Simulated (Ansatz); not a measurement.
# AlF₂H₃OSi: basis-set convergence

The task here is to estimate one member of a computed series from the others.

Computed with Ansatz 0.2.0, Gaussian basis. Level: one geometry, several basis sets.

Plan: PBE0-D4/def2-SVP; ωB97M-V/def2-SVP; PBE0-D4/def2-QZVPP; ωB97M-V/def2-QZVPP; the functionals' def2-TZVPP values are taken from earlier runs.

## Structure used throughout

An earlier PBE0-D4 in a triple-zeta def2 set relaxation fixed the geometry.

SMILES `[F][Al]([F])[O][SiH3]`, 8 atoms, charge 0, spin multiplicity 1.

Atoms are counted from 1 here; the program's logs count them from 0.

Bond lengths: F1–Al2 1.634 Å, Al2–F3 1.634 Å, Al2–O4 1.656 Å, O4–Si5 1.630 Å, Si5–H6 1.485 Å, Si5–H7 1.485 Å, Si5–H8 1.485 Å. Angles: F1–Al2–F3 117.9°, F1–Al2–O4 121.0°, F3–Al2–O4 121.1°, Al2–O4–Si5 178.6°, O4–Si5–H6 109.7°, O4–Si5–H7 109.8°, O4–Si5–H8 109.4°, H6–Si5–H7 109.2°, H6–Si5–H8 109.4°, H7–Si5–H8 109.3°.

The first run:

in.yaml reads:

```yaml
crystal:
  periodic: [false, false, false]
  atoms:
    - {symbol: F, position_ang: [1.804772, -1.724052, 1.720423]}
    - {symbol: Al, position_ang: [0.792045, -1.595322, 0.444565]}
    - {symbol: F, position_ang: [0.487474, -2.943207, -0.427665]}
    - {symbol: O, position_ang: [0.097181, -0.144835, 0.048336]}
    - {symbol: Si, position_ang: [-0.610531, 1.263804, -0.365162]}
    - {symbol: H, position_ang: [-0.891208, 2.060246, 0.856605]}
    - {symbol: H, position_ang: [-1.885874, 0.995615, -1.077728]}
    - {symbol: H, position_ang: [0.298241, 2.030650, -1.255174]}
basis:
  gaussian: {orbitals: def2-SVP}
hamiltonian: {xc: pbe0, dispersion: d4}
output: {orbitals: {seedname: orbitals}}
```

Among the steps run: PBE0-D4 in def2-SVP; ωB97M-V in def2-SVP; PBE0-D4 in def2-QZVPP; ωB97M-V in def2-QZVPP.

One of the session's tables, all rows but one given; the rest of the session is left out.

It belongs to the step «Functionals by basis». 

```
functional       basis  HOMO (eV)
   PBE0-D4    def2-SVP          ?
   PBE0-D4  def2-TZVPP      -9.15
   PBE0-D4  def2-QZVPP      -9.16
   ωB97M-V    def2-SVP     -11.30
   ωB97M-V  def2-TZVPP     -11.45
   ωB97M-V  def2-QZVPP     -11.47
```

Estimate the missing values for PBE0-D4, def2-SVP.

The run gave: HOMO (eV): -9.05. In the column «HOMO (eV)» it is the highest.
